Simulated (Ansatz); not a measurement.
# Ge (Ge, omega (AlB2-type)): the cost of one run

Method: DFT BLYP, plane waves (420 eV) with PAW, scalar-relativistic; PAW files made under PBE, frozen cores solved again for the functional, in Ansatz 0.2.0.

## (1) The starting structure

It takes space group P6/mmm (No. 191, hexagonal). The conventional cell has a = 4.773 Å, b = 4.773 Å, c = 2.926 Å, α = 90.00°, β = 90.00°, γ = 120.00°. Around Ge (site symmetry 6/mmm) lie 14 Ge at 2.93 to 3.12 Å. Ge (site symmetry -6m2) is surrounded by 11 Ge at 2.76 to 3.12 Å.

As a file:

```cif
data_structure
_symmetry_space_group_name_H-M 'P6/mmm'
_symmetry_Int_Tables_number 191
_cell_length_a 4.7727
_cell_length_b 4.7727
_cell_length_c 2.9257
_cell_angle_alpha 90.000
_cell_angle_beta 90.000
_cell_angle_gamma 120.000
_cell_volume 57.72
loop_
_atom_site_label
_atom_site_type_symbol
_atom_site_symmetry_multiplicity
_atom_site_Wyckoff_symbol
_atom_site_fract_x
_atom_site_fract_y
_atom_site_fract_z
_atom_site_occupancy
Ge1 Ge 1 a 0.00000 0.00000 0.00000 1
Ge2 Ge 2 d 0.33333 0.66667 0.50000 1
```

## (2) Relaxation of the cell

input.yaml reads:

```yaml
crystal:
  lattice:
    - [4.7727297598, 0.0, 0.0]
    - [-2.3863648799, 4.1333052174, 0.0]
    - [0.0, 0.0, 2.9256833427]
  atoms:
    - { symbol: Ge, position: [0.0, 0.0, 0.0] }
    - { symbol: Ge, position: [0.3333333333, 0.6666666667, 0.5] }
    - { symbol: Ge, position: [0.6666666667, 0.3333333333, 0.5] }
hamiltonian:
  xc: blyp
  pseudopotentials:
    kind: paw
    azcp:
      Ge: "pseudopotentials/Ge.paw.azcp"
basis:
  ecutwfc: 420
  fft_grid_basis: typed
kpoints:
  mp_grid: { grid: [8, 8, 11], shift: [0, 0, 0] }
magnetization:
  spin_polarized: false
scf:
  occupations: { method: fermi_dirac, width: 0.1 }
relax:
  max_steps: 60
  f_tol: 0.01
  cell: {}
output:
  write_density: true
  write_potential: true
  elf: true
  volumetric_format: npy
```

**Question.** How long does this run take on 2 threads of Arm Neoverse N1, shared host, and how much memory does it need?

About 40 s, with a peak of 0.38 GiB.
